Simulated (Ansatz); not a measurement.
**VSi: one crystal by all-electron and frozen-core methods**

The same cell of VSi is computed with full-potential LAPW, PAW with frozen cores and all-electron PAW on datasets made for the crystal, to set the results side by side.

Computed with Ansatz 0.2.0 (DFT PBE, scalar-relativistic, unless a step's input says otherwise).

1 further run of the same task is left out (set aside as unsound or not needed).

**1. The structure to begin with**

The structure is cubic, space group F-43m (No. 216). Conventional cell: a = 5.529 Å, b = 5.529 Å, c = 5.529 Å, α = 90.00°, β = 90.00°, γ = 90.00°. V (site symmetry -43m) has 4 Si at 2.39 Å as nearest neighbours. Si (site symmetry -43m) is surrounded by 4 V at 2.39 Å.

Coordinates:

```cif
data_structure
_symmetry_space_group_name_H-M 'F-43m'
_symmetry_Int_Tables_number 216
_cell_length_a 5.5291
_cell_length_b 5.5291
_cell_length_c 5.5291
_cell_angle_alpha 90.000
_cell_angle_beta 90.000
_cell_angle_gamma 90.000
_cell_volume 169.03
loop_
_atom_site_label
_atom_site_type_symbol
_atom_site_symmetry_multiplicity
_atom_site_Wyckoff_symbol
_atom_site_fract_x
_atom_site_fract_y
_atom_site_fract_z
_atom_site_occupancy
V1 V 4 a 0.00000 0.00000 0.00000 1
Si1 Si 4 d 0.25000 0.25000 0.75000 1
```

The file gives the conventional cell by its symmetry; the runs use the cell typed in the input.

The cell was relaxed by PAW from a hypothetical start (zincblende type); it needn't be the stable phase of this composition.

Atoms are numbered in the order of the input: V1, Si2.

**2. Full-potential LAPW**

File input.yaml:

```yaml
crystal:
  lattice:
    - [0.0, 2.7645669837, 2.7645669837]
    - [2.7645669837, 0.0, 2.7645669837]
    - [2.7645669837, 2.7645669837, 0.0]
  atoms:
    - { symbol: V, position: [0.0, 0.0, 0.0], spin: 1.5 }
    - { symbol: Si, position: [0.25, 0.25, 0.25] }
magnetization:
  spin_polarized: true
kpoints:
  mp_grid: { grid: [11, 11, 11] }
  band_path:
    path:
      - [0.0, 0.0, 0.0]
      - [-0.5, -0.5, 0.0]
      - [-0.375, -0.375, 0.25]
      - [-0.375, 0.0, 0.375]
      - [0.0, 0.0, 0.0]
      - [0.0, 0.0, 0.5]
      - [-0.5, -0.25, 0.25]
      - [-0.5, -0.5, 0.0]
    npoints: 8
scf:
  occupations: { method: fermi_dirac, width: 0.05 }
hamiltonian:
  xc: pbe
  pseudopotentials: { kind: all_electron, lapw: { basis_error: 0.001 } }
output:
  forces: true
  stress: true
  eigenvalues: true
  fatbands: true
  populations: true
  dos: { projected: true, de: 0.2, e_range: [-14, 8] }
```

**3. PAW with frozen cores**

Edit input.yaml of step 2 so:

```diff
@@ -27,3 +27,3 @@
   xc: pbe
-  pseudopotentials: { kind: all_electron, lapw: { basis_error: 0.001 } }
+  pseudopotentials: { kind: paw }
 output:
@@ -32,4 +32,5 @@
   eigenvalues: true
-  fatbands: true
+  efg: { contact_densities: true }
   populations: true
+  bader: true
   dos: { projected: true, de: 0.2, e_range: [-14, 8] }
```

**4. All-electron PAW on datasets made for the crystal**

Edit input.yaml of step 3 so:

```diff
@@ -27,3 +27,3 @@
   xc: pbe
-  pseudopotentials: { kind: paw }
+  pseudopotentials: { kind: all_electron, datasets: crystal }
 output:
@@ -33,4 +33 @@
   efg: { contact_densities: true }
-  populations: true
-  bader: true
-  dos: { projected: true, de: 0.2, e_range: [-14, 8] }
```

(Steps that only read results are left out.)

What does the calculation give? Wanted: pressure; gap; spin moments; Bader charges.

**Answer**, as computed:

```
           quantity                                              value
           pressure  LAPW -0.01, PAW -0.01, crystal datasets -0.02 GPa
         gap (LAPW)                                               none
spin moments (LAPW)                              V1 0.54, Si2 -0.04 μB
Bader charges (PAW)                              V1 +0.81, Si2 -0.81 e
```

The pressure is within half a GPa of zero, so the volume is close to equilibrium at this level. There is no gap at this level; the crystal is a metal here. V 3d carries the largest share, 94 %, of the projected states within 0.3 eV of the Fermi level. The projection holds only the free atom's occupied shells (V 4s, V 3d, Si 3s, Si 3p in this range). In pressure, PAW differs from LAPW by less than 0.01 GPa. Site moments are counted in spheres whose radii differ between the methods. LAPW took about 1.6 times as long as PAW (62 s against 38 s, on a shared host and with the outputs that each input asks for). Other magnetic orders may lie lower; this is the state that the run reached.
